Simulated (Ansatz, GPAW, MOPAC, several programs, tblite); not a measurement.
## SnSTe (Janus 1T monolayer) from semi-empirical methods to plane-wave DFT

A free-standing Janus 1T monolayer of SnSTe, relaxed with r2SCAN in Ansatz, was computed with several methods. In-plane lattice: a = 3.897 Å, b = 3.897 Å, γ = 120.0°; thickness between the outer nuclei 3.22 Å. Around Sn lie 3 S at 2.65 Å and 3 Te at 2.89 Å; around S lie 3 Sn at 2.65 Å; around Te lie 3 Sn at 2.89 Å. Spin-unpolarised throughout. Whether this structure exists isn't addressed.

```xyz
3
Lattice="3.8970 0.0000 0.0000 -1.9485 3.3749 0.0000 0.0000 0.0000 30.1487" Properties=species:S:1:pos:R:3 pbc="T T F"
Sn    0.0000    0.0000    9.1385
S     0.0000    2.2499   10.5410
Te    1.9485    1.1250    7.3205
```
Periodic in the plane only; c spans the vacuum.

Gaps and times are for a single point on this cell. Times are rough, from shared hosts (Intel Xeon Platinum 8488C), and each method has its own mesh and cell size. PM6 (MOPAC), PM7 (MOPAC), GFN1-xTB (tblite) treat a cluster of cells at its zone centre, which samples few k points: where these miss a band edge, the gap comes out too large for that reason alone. Gaps from k meshes are read at a limited set of points (mesh, symmetry points, PBE's band edges), so each method's own least gap may be somewhat smaller. xTB and the PM methods were fitted mostly to molecules, and can miss a solid's gap by electronvolts. Minimal bases can be far off for gaps. d marks a direct gap, i an indirect one (no mark: not told apart), a dash a value that wasn't computed or didn't pass its checks.

```tsv
method	kind	gap (eV)	atoms computed	processor time
PM7 (MOPAC)	semi-empirical	6.23	27	0.51 s
PM6 (MOPAC)	semi-empirical	3.60	27	0.84 s
GFN1-xTB (tblite)	tight binding	0.33	27	1 s
light PBE (260 eV and a coarse mesh)	light plane-wave	overlap 0.23	3	3.9 s
PBE/single zeta (GPAW)	small basis	0.07 i	3	5.1 s
PBE	semilocal	overlap 0.25	3	17 s
r2SCAN	semilocal	overlap 0.09	3	37 s
```

Runs without a result: GFN2-xTB (tblite) (single point).

With PBE and r2SCAN the bands overlap or touch, or nearly. Semilocal functionals can close a real gap, so this doesn't show a metal; small gaps of other methods may in turn close between the points read or with spin-orbit coupling, and the solid may be a semimetal.

Spin-orbit coupling is left out, which matters wherever the heavy atoms make up the band edges.
